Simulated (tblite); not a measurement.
# C3H12N2Si3: the cost of one run

Programs: tblite 0.8.0 and PySCF 2.14.0, with density-fitted response routines of our own. Each step states its level of theory. These are calculated values for one molecule in the gas phase, unless marked as measured. Atoms are numbered from 0 throughout.

### 1 Starting geometry

20 atoms, charge 0, multiplicity 1; geometry from: force field or distance geometry start.

Bonds of the start (Å): N0–C1 1.15, C1–C2 1.49, C2–C3 1.51, C3–Si4 1.88, Si4–N5 1.70, N5–Si6 1.70, N5–Si7 1.70, C2–H8 1.10, C2–H9 1.10, C3–H10 1.11, C3–H11 1.10, Si4–H12 1.48, Si4–H13 1.48, Si6–H14 1.49, Si6–H15 1.48, Si6–H16 1.48, Si7–H17 1.48, Si7–H18 1.48, Si7–H19 1.49.

### 2 Geometry optimisation with GFN2-xTB

What the job is given:

```
{"job": {"kind": "relax", "xc": "GFN2-xTB", "basis": "xTB"}, "charge": 0, "multiplicity": 1}
N     -3.964600     0.871000    -0.394200
C     -3.166200     0.064300    -0.558000
C     -2.128400    -0.984400    -0.729000
C     -1.329000    -1.228900     0.533800
Si    -0.126800     0.115900     1.051300
N      0.946400     0.497100    -0.206900
Si     1.638800     2.027000     0.055000
Si     2.202700    -0.637100    -0.312100
H     -1.476700    -0.718200    -1.568500
H     -2.646000    -1.914200    -1.011000
H     -2.012800    -1.418300     1.381400
H     -0.762200    -2.166400     0.408700
H     -0.946200     1.306000     1.391000
H      0.606500    -0.284300     2.268600
H      2.369700     2.077000     1.349000
H      0.568800     3.051600     0.061300
H      2.564500     2.352600    -1.048900
H      2.998700    -0.708000     0.928100
H      3.062600    -0.323300    -1.469000
H      1.595100    -1.968500    -0.567400
```

On the command line:

```
$ OMP_NUM_THREADS=1 python probes_run.py task.json out
```

The driver reads the jobs from task.json and runs them one after another.

Q: Estimate the wall time and peak memory of this first job on 1 thread of Intel Xeon Platinum 8488C, shared host.

About 2.2 s, with a peak of 0.18 GiB.
